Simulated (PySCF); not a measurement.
# The bond of BPb, level by level

Aim: find the lowest electronic state of BPb, scan its bond at several levels of theory, and get bond length, wavenumber and dissociation energy from each curve.

Program: PySCF 2.14.0. Level of theory: B aug-cc-pVDZ, Pb aug-cc-pVDZ-PP with ECP60, scalar-relativistic core potentials. These are calculated values, not measurements.

## Step 1: The job

Settings of the job:

| Property | Result |
| --- | --- |
| atoms | B, Pb |
| charge | 0 |
| basis | B aug-cc-pVDZ, Pb aug-cc-pVDZ-PP with ECP60 |
| Hamiltonian | scalar-relativistic core potentials |
| basis functions | 55 |
| electrons treated | 27 |
| masses in u | 11.0093, 207.9766 |
| levels | PBE0, PBE, r²SCAN, B2PLYP, TPSS, M06-L, CAM-B3LYP, HF, MP2, SCS-MP2, CCSD, CCSD(T) |
| grid | 80 radial by 434 angular points |
| occupations | held fixed by the projection of orbital angular momentum |
| dissociation limit | B + Pb, each in its ground configuration |
| starting distance in angstrom | 2.210 |
| values of 2S to try | 1, 3 |

The run is started by

```
> OMP_NUM_THREADS=1 python dia.py task.json out
```

Further steps of the session: PBE0 along the bond; Higher solutions at PBE0; PBE; r²SCAN (meta-GGA); B2PLYP; TPSS; M06-L (meta-GGA); CAM-B3LYP; UHF (mean field); Adding correlation.

What does the calculation give? Wanted: for each run, Re; ωe; De; μ.

As calculated:

Lowest PBE0 solution found, without spin–orbit coupling: ⁴Σ⁻ (quartet), unpaired electrons σ ↑, π ↑↑. State 2 has its PBE0 minimum 0.33 eV higher, as a spin-mixed determinant (⟨S²⟩ = 1.77), so this is no gap between pure states. State 3 has its PBE0 minimum 0.36 eV higher, as a spin-mixed determinant (⟨S²⟩ = 1.76), so this is no gap between pure states. State 4 has its PBE0 minimum 0.94 eV higher. The other levels ran on the lowest alone.

```tsv
level	Re (Å)	ωe (cm⁻¹)	De (eV)	μ (D)
UHF	2.264	461	1.16	1.28
UHF-MP2	2.245	582	2.21	n/a
UHF-SCS-MP2	2.255	559	1.84	n/a
UHF-CCSD	2.289	482	1.96	n/a
UHF-CCSD(T)	2.294	482	2.12	n/a
PBE	2.288	482	2.80	1.98
TPSS	2.286	485	2.60	1.96
r²SCAN	2.269	503	2.70	1.75
M06-L	2.268	510	2.84	2.28
PBE0	2.259	509	2.53	1.90
CAM-B3LYP	2.247	515	2.17	1.83
B2PLYP	2.274	503	2.26	1.70
```

De is counted to B + Pb in their ground configurations. A positive dipole means B(−)Pb(+).

**Reading.** Bond lengths run from 2.245 Å (UHF-MP2) to 2.294 Å (UHF-CCSD(T)). Of the levels with a De here, UHF gives the least (1.16 eV) and M06-L the most (2.84 eV).

Correlated steps freeze 5 core orbitals. These are scalar-relativistic numbers at best; spin–orbit coupling would shift them, the dissociation energy most. B2PLYP dipoles, levels and charges come from its SCF part alone. T1 is 0.022 near the minimum (highest on the curve 0.052), which may point to more than one leading configuration. With spin–orbit coupling the term label itself may not hold.
